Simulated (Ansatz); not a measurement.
# Be3Fe, space group Pm-3m: a fixed-spin-moment curve

Program: the Python package of Ansatz (0.2.0).

Input file `be3fe.vasp`:
```text
Be3Fe
1.0
   3.23900111    0.00000000    0.00000000
   0.00000000    3.23900111    0.00000000
   0.00000000    0.00000000    3.23900111
Be Fe
3 1
Direct
   0.00000000    0.50000000    0.50000000
   0.50000000    0.00000000    0.50000000
   0.50000000    0.50000000    0.00000000
   0.00000000    0.00000000    0.00000000
```

The cells in order, each with its output:

**Cell 1**
```python
import ansatz as az
from ase.io import read
```

**Cell 2**
```python
atoms = read('be3fe.vasp', format='vasp')
structure = az.Crystal.from_ase(atoms)
```

**Cell 3**
```python
[site.symbol for site in structure.resolved().sites]
```
Output:
```text
['Be', 'Be', 'Be', 'Fe']
```

**Cell 4**
```python
base = structure.calculation()
base = base.functional('pbesol', dispersion='D3(BJ)')
base = base.basis(450).kpoints(density=3.8)
base = base.occupations('fermi_dirac', width=0.1)
# a hard lock holds the total moment, with one Fermi level a spin
rows = []
for total in [0.0, 0.7, 1.4, 2.1, 2.8, 3.5, 4.2]:
    r = base.spin('collinear', total=total, lock='hard').run(threads=1, backend='cpu').report
    up, down = r['spin_fermi_energies_ev']
    rows.append((total, r['free_energy_ev'], up - down, r['absolute_magnetization_mub']))
reference = rows[0][1]
rows = [(m, 1000 * (e - reference), split, size) for m, e, split, size in rows]
lines = [','.join(['total muB', 'F - F(0) meV', 'EF up - down eV', 'absolute muB'])] + [','.join(f'{v:.4f}' if isinstance(v, float) else str(v) for v in row) for row in rows]
print('\n'.join(lines))
with open('fsm.csv', 'w') as handle:
    handle.write('\n'.join(lines) + '\n')
best = min(rows, key=lambda row: row[1])
print(f'lowest at {best[0]} muB per cell, {best[1]:.1f} meV against the first point')
```
Output:
```text
RunWarning: this spin-polarised run has no starting moment large enough to seed its density, and nothing else in its deck makes the two spin channels differ, so an SCF from that start keeps the magnetisation at zero until it first converges, unless a state found ahead of a linear-response series gives it moments (lr_reference_state). Behind a single point's SCF or a chain's scf step, and behind [...]
total muB,F - F(0) meV,EF up - down eV,absolute muB
0.0000,0.0000,0.0000,0.0000
0.7000,-52.7351,-0.2463,0.9278
1.4000,-134.3424,-0.1396,1.6024
2.1000,-24.2654,0.8209,2.1874
2.8000,434.3577,1.8281,2.8191
3.5000,1225.2109,2.8114,3.5030
4.2000,2557.5338,4.7647,4.2003
lowest at 1.4 muB per cell, -134.3 meV against the first point
```

The lowest point lies at 1.4 μB a cell, 134.3 meV below the point at 0 μB; at 4.2 μB the energy is 2692 meV above the lowest.

Total energies depend on the potentials; only differences at equal settings carry meaning. A total without «per atom» is that of the whole cell that was run. Dispersion corrections can be off by several per cent in the lattices of metals, and by several GPa in the pressure at a fixed cell. The mesh is modest for a metal, so energies can be off by several to tens of meV an atom and pressures by half a GPa or more; differences at equal mesh fare better. The structure comes from a database of computed cells and needn't be a stable or known phase. Warnings are shown shortened and without file and line. Only points where the Fermi levels of the two spins meet (minima, maxima and zero moment) are free solutions; a shallow minimum can lie between the points. Wall time of the script: 39 s on 1 thread of Arm Neoverse N1 (shared host), peak memory 0.45 GiB.
